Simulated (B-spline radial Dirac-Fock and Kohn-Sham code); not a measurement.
**Inner shells of Ca⁷⁺**

Aim: for calcium as Ca⁷⁺, compute how cheaper methods do for the levels.

Method: a free atom or ion on a radial basis; each step names its model; computed with B-spline radial Dirac-Fock and Kohn-Sham code, version 5.

### 1 The atom as given

Calcium as Ca⁷⁺, [Ne] 3s2 3p1.

| Property | Result |
| --- | --- |
| nuclear charge | 20 |
| electrons | 13 |
| mass number | 40 |
| nuclear rms radius | 3.4776 fm |

### 2 Dirac PBE, for comparison

Model: Dirac-Kohn-Sham PBE, finite nucleus, spherical and without spin polarisation.

Input, one item of task.json (shells as n, l, occupation):

```json
{
  "Z": 20,
  "q": 7,
  "cfg": [[1, 0, 2], [2, 0, 2], [2, 1, 6], [3, 0, 2], [3, 1, 1]],
  "A": 40,
  "rrms": 3.4776,
  "tag": "ground",
  "do": ["pbe", "binding", "quiet"],
  "hv": [25.2, 35.1, 66.2, 76.7, 124.0, 195.0, 231.0, 277.0, 621.0, 907.0, 1730.0, 2230.0, 2300.0, 5770.0, 8440.0, 28000.0, 28400.0, 29500.0, 32700.0, 35100.0, 67800.0, 107000.0, 157000.0],
  "s": [0, 0.04, 0.05, 0.06, 0.08, 0.1, 0.13, 0.16, 0.2, 0.25, 0.31, 0.39, 0.49, 0.62, 0.78, 0.98, 1.23, 1.55, 1.94, 2.44, 3.07, 3.86, 4.85],
  "pz": [0, 0.1, 0.2, 0.3, 0.4, 0.5, 0.6, 0.8, 1.0, 1.2, 1.4, 1.6, 1.8, 2.0, 2.5, 3.0, 4.0, 5.0, 7.0, 10.0, 15.0, 20.0, 30.0, 40.0, 60.0, 100.0],
  "hv_scatter": [1000, 2000, 5000, 8047.8, 20000, 30000, 50000, 500000],
  "holes": ["K", "L1", "L2", "L3", "M1", "M2", "M3", "M4", "M5", "N1", "N2", "N3", "N4", "N5", "N6", "N7"]
}
```

On the command line:

```
$ python xray_run.py task.json out
```

The program writes no log. Results of the run, from its result record (rounded, main fields):

```text
{
  "status": "converged",
  "shells": ["K", "L1", "L2", "L3", "M1", "M2,3"],
  "minus_eigenvalue [eV]": [4090.96, 548.119, 472.014, 468.259, 157.406, 136.249],
  "delta_scf [eV]": [4217.21, 576.33, 503.623, 499.656, 168.114, 146.749],
  "total_energy [Ha]": -663.556845,
  "dirac_fock_binding [eV]": [4198.5, 590.135, 501.128, 497.493, 165.472, 146.377]
}
```

It took 1.6 s on 1 thread of Intel Xeon Platinum 8559C (Emerald Rapids), shared host; peak memory 0.32 GiB.

Against the Dirac-Fock value with Breit and QED (eV):

```csv
level,-ε,miss,ΔSCF,miss,Dirac-Fock
K,4091.0,-107.5,4217.2,+18.7,4198.5
L1,548.1,-42.0,576.3,-13.8,590.1
L2,472.0,-29.1,503.6,+2.5,501.1
L3,468.3,-29.2,499.7,+2.2,497.5
M1,157.4,-8.1,168.1,+2.6,165.5
"M2,3",136.2,-10.1,146.7,+0.4,146.4
```

### 3 Cost and miss of the cheaper method

| method | level | eigenvalue miss (%) | ΔSCF miss (%) | time |
| --- | --- | --- | --- | --- |
| Dirac PBE | K | -2.56 | +0.45 | 1.6 s |

Times cover the ground state and all hole states of a step, on one thread of a shared host; states solved in an earlier step are reused, and a first call can include compiling.

### 4 Outcome

```
                       quantity               value
Dirac PBE, K: eigenvalue / ΔSCF  4091.0 / 4217.2 eV
```

In words: Dirac PBE misses the K level by -2.6 % with its eigenvalue and by +0.4 % with ΔSCF, so total-energy differences mend most of the error. The Hartree-Fock and Dirac-Fock values hold no electron correlation.
